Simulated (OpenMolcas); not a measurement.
**Cu²⁺ among point charges: CASSCF and CASPT2 levels and susceptibility**

How does a field of 6 point charges split the states of Cu²⁺, and what χT follows?

The numbers are computed with OpenMolcas 26.06 (state-averaged CASSCF and CASPT2, spin-orbit coupling by RASSI with atomic mean-field integrals), except any that are marked as measured or tabulated.

## 1. The system

```
Species                           : Cu²⁺ (copper, Z = 29, 27 electrons)
Basis                             : ANO-RCC-VDZP [5s4p2d1f], 34 functions
Scalar Hamiltonian                : DKH2, point nucleus
Inactive shells                   : 1s 2s 2p 3s 3p
Active space                      : 9 electrons in 5 orbitals (3d)
Some configurations of this space : 3d9
Orbitals                          : optimised for each spin and parity, averaged over all roots
```

The outer shells:

3d9
```
3d [↑↓][↑↓][↑↓][↑↓][↑ ]
```

The ion sits among 6 point charges of -0.8 e arranged as a trigonal prism (D3h), 1.8 Å from the ion, with a polar angle of 51.6° against the regular 49.1°.

The work runs as a chain of OpenMolcas steps in one folder; each step below is one input file. Labels, J, g values, rates, χT and fits are worked out afterwards by a script from the matrices that RASSI stores.

## 2. Basis and integrals

a.inp reads:

```
&GATEWAY
Coord
1

Cu 0.0 0.0 0.0
Basis=ANO-RCC-VDZP
Group=NoSym
NoMove
AngMom=0.0 0.0 0.0
AMFI
XField
6 Angstrom 0
1.409770 0.000000 1.119174 -0.800000
-0.704885 1.220896 1.119174 -0.800000
-0.704885 -1.220896 1.119174 -0.800000
1.409770 0.000000 -1.119174 -0.800000
-0.704885 1.220896 -1.119174 -0.800000
-0.704885 -1.220896 -1.119174 -0.800000
&SEWARD
```

Run with:

```console
> OMP_NUM_THREADS=1 MOLCAS_MEM=1689 MOLCAS_PROJECT=a pymolcas a.inp > a.log
```

## 3. CASSCF: doublets, 5 roots

a.inp reads:

```
&RASSCF
FileOrb=start.orb
Symmetry=1
Spin=2
nActEl=9 0 0
Inactive=9
Ras2=5
CIRoot=5 5 1
SDav=5
CIMx=300
Iter=120 100
PrWF=0.3
OrbListing=Nothing
MaxOrb=0
>>> COPY $Project.JobIph JOB001
```

start.orb holds the contracted functions of the basis, ordered by shell, or the orbitals of the step before.

## 4. State interaction with spin-orbit coupling

a.inp reads:

```
&RASSI
NrOfJobIphs=1 5
1 2 3 4 5
IphNames
JOB001
EJob
SpinOrbit
DIPRint=1.0
SOCoupling=1000.0
Subsets=2
Property=9
'ANGMOM' 1 'ANGMOM' 2 'ANGMOM' 3 'MLTPL  1' 1 'MLTPL  1' 2 'MLTPL  1' 3
'AMFI' 1 'AMFI' 2 'AMFI' 3
SOProperty=3
'ANGMOM' 1 'ANGMOM' 2 'ANGMOM' 3
```

## 5. CASPT2: IPEA 0.25, imaginary shift 0.1 (closed shells correlated: 3s 3p)

a.inp reads:

```
>>> COPY JOB001 $Project.JobIph
&CASPT2
Multistate=5 1 2 3 4 5
NoMult
Frozen=5
IPEA=0.25
Imaginary=0.1
MaxIter=60
WThr=0.0 0.3 0.05
PrWF=0.5
NoMix
```

(Steps that only read results are left out.)

Q: Predict the outcome of this session. Wanted: spin-free ground state; first state of the same spin within the active space; lowest level; next level.

The runs gave:

```
                                            quantity                                                                        value
                                              method  SS-CASPT2, IPEA 0.25, imaginary shift 0.1 (closed shells correlated: 3s 3p)
                              spin-free ground state                                               2E, 2-fold in its orbital part
first state of the same spin within the active space                                                             2A1 at 1530 cm⁻¹
                                        lowest level                                            2-fold E3/2, g = 0.00, 0.00, 3.91
                                          next level                                                                   422.5 cm⁻¹
                                         χT at 300 K                                                               1.06 cm³ K/mol
                           effective moment at 300 K                                                                      2.91 μB
```

Cost by method:

```csv
method,time of its own steps,time with the reference
A. CASSCF,3 s,3 s
"B. SS-CASPT2, IPEA 0.25, imaginary shift 0.1, +3s 3p",0.46 s,3.5 s
```

Times are of one thread on a shared host.

In words: The spin-free ground state (2E) comes to 100 % from free-ion D terms and keeps the highest spin of the shell. χT at 300 K is 1.06, against 0.38 cm³ K/mol for the spin alone, so orbital moment adds to it. CASPT2 does not keep the components of a term degenerate, and the means are used. The field of point charges can differ much from that of real complexes. Point charges carry no covalency, so the field is a model and not that of real ligands.
